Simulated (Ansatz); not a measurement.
The system is GdO.

```
Gd O
1.0
     3.11330    0.00000    0.00000
    -1.55665    2.69620    0.00000
     0.00000    0.00000    3.03843
Gd O
1 1
Cartesian
  0.0000 0.0000 0.0000
  1.5566 0.8987 1.5192
```

The cell comes from a database or a generator and needn't be the stable form of this composition.

Base run:

- Program: Ansatz 0.2.0
- Functional: LDA
- Potentials or basis: Ansatz PAW
- Cutoff: 420 eV
- Density cutoff: 1680 eV
- k mesh: 10 × 10 × 9
- Occupations: fermi-dirac, width 0.05 eV
- Spin: collinear spin, ferromagnetic start
- Starting moments: [7.0, 0.0] μB

Its results: band gap on the k mesh none (metal or under the smearing width); pressure 16.7 GPa; net moment 6.96 μB per cell; site moments Gd +6.71; O -0.00 μB.

Task: The run is repeated on the same cell with these changes: hubbard terms from none to Gd f U = 6 eV; hubbard projectors from none to ortho-atomic (the default). What comes out?

Result: Band gap on the k mesh none (metal or under the smearing width); pressure 21.1 GPa; net moment 7.48 μB per cell; site moments Gd +7.01; O -0.01 μB.

Caveats: spin-orbit coupling is left out, which moves the levels of the heavy elements; a cell with one magnetic atom can't hold antiferromagnetic order, which such compounds often take; the PAW data sets come from PBE, with cores solved anew for the run's functional, which leaves a small shift of forces and pressure; without U or exact exchange the open f shell lies at the Fermi level, which spoils levels, moments and volumes (some runs); the magnetic or orbital state may not be the lowest (some runs).

Not every run made on this cell is shown here.
